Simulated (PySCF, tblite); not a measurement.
# C₅H₇N₃O: geometry, infrared bands and NMR shifts

Wanted: the infrared bands and NMR shifts of C₅H₇N₃O (`CC(=O)c1cn(C)nn1`), by calculation.

Programs: tblite 0.8.0 and PySCF 2.14.0, with density-fitted response routines of our own. Each step states its level of theory. These are calculated values for one molecule in the gas phase, unless marked as measured. Atoms are numbered from 0 throughout.

## Step 1: The molecule as given

16 atoms, charge 0, multiplicity 1; geometry from: force field or distance geometry start.

Bonds of the start (Å): C0–C1 1.51, C1–O2 1.25, C1–C3 1.45, C3–C4 1.37, C4–N5 1.32, N5–C6 1.43, N5–N7 1.34, N7–N8 1.31, N8–C3 1.36, C0–H9 1.12, C0–H10 1.11, C0–H11 1.13, C4–H12 1.08, C6–H13 1.11, C6–H14 1.12, C6–H15 1.14.

## Step 2: Relaxing the molecule with GFN2-xTB

The job: settings as JSON, then the geometry in Å.

```
{"job": {"kind": "relax", "xc": "GFN2-xTB", "basis": "xTB"}, "charge": 0, "multiplicity": 1}
C      3.007700     0.069800     0.735600
C      1.892200     0.160800    -0.280600
O      2.123900     0.331200    -1.497300
C      0.514600     0.035000     0.167800
C     -0.647200     0.070700    -0.561700
N     -1.643500    -0.094500     0.289100
C     -3.043600    -0.120300     0.000900
N     -1.130700    -0.231200     1.516300
N      0.180500    -0.168400     1.466200
H      3.285300    -1.014200     0.828300
H      3.843900     0.692800     0.365200
H      2.684300     0.477400     1.740100
H     -0.740800     0.215400    -1.628400
H     -3.275200    -0.503100    -1.014900
H     -3.477000     0.891500     0.191000
H     -3.582200    -0.804000     0.740700
```

The run is started by

```sh
$ OMP_NUM_THREADS=1 python probes_run.py task.json out
```

The driver reads the jobs from task.json and runs them one after another.

**Question.** This job is followed by: GFN2-xTB harmonic vibrations, gas phase; GIAO PBE0/pcSseg-1 NMR shielding, non-relativistic, gas phase. Predict these results of the whole session: strongest single infrared mode (GFN2-xTB); zero-point energy (GFN2-xTB); ¹³C shifts against TMS (PBE0/pcSseg-1); ¹H shifts against TMS (PBE0/pcSseg-1, means over atoms taken as alike); ¹⁷O shifts against H2O (PBE0/pcSseg-1); ¹⁵N shifts against NH3 (PBE0/pcSseg-1).

**Answer**, as computed:

```
                                                              quantity                                value
                             strongest single infrared mode (GFN2-xTB)                1738 cm⁻¹, 332 km/mol
                                          zero-point energy (GFN2-xTB)                        75.7 kcal/mol
                                ¹³C shifts against TMS (PBE0/pcSseg-1)  197.8, 154.8, 132.5, 36.3, 30.8 ppm
¹H shifts against TMS (PBE0/pcSseg-1, means over atoms taken as alike)                 8.11, 4.26, 2.86 ppm
                                ¹⁷O shifts against H2O (PBE0/pcSseg-1)                            638.1 ppm
                                ¹⁵N shifts against NH3 (PBE0/pcSseg-1)              405.6, 389.6, 262.1 ppm
```

In words: Over 104 steps the energy fell by 0.348 eV; of the close pairs, C6–H15 changed most, 1.142 to 1.088 Å. No mode is imaginary among the 42: a minimum at this level. The strongest single mode, at 1738 cm⁻¹, moves mainly C1 and O2. GFN2-xTB is a fitted tight-binding method: band positions and strengths are rough. Its intensities can rank the bands wrongly. C1 (ketone carbonyl carbon) lies farthest downfield among carbon, at 197.8 ppm; low-lying n→π* states of the double bond to the heteroatom give a large paramagnetic term (-255 ppm). At PBE0/pcSseg-1: The largest span, 1222 ppm, is at O2, where the paramagnetic term is -704 ppm. NICS(1)zz of -31 ppm above the planar ring from C3 marks a diatropic (aromatic) ring current.
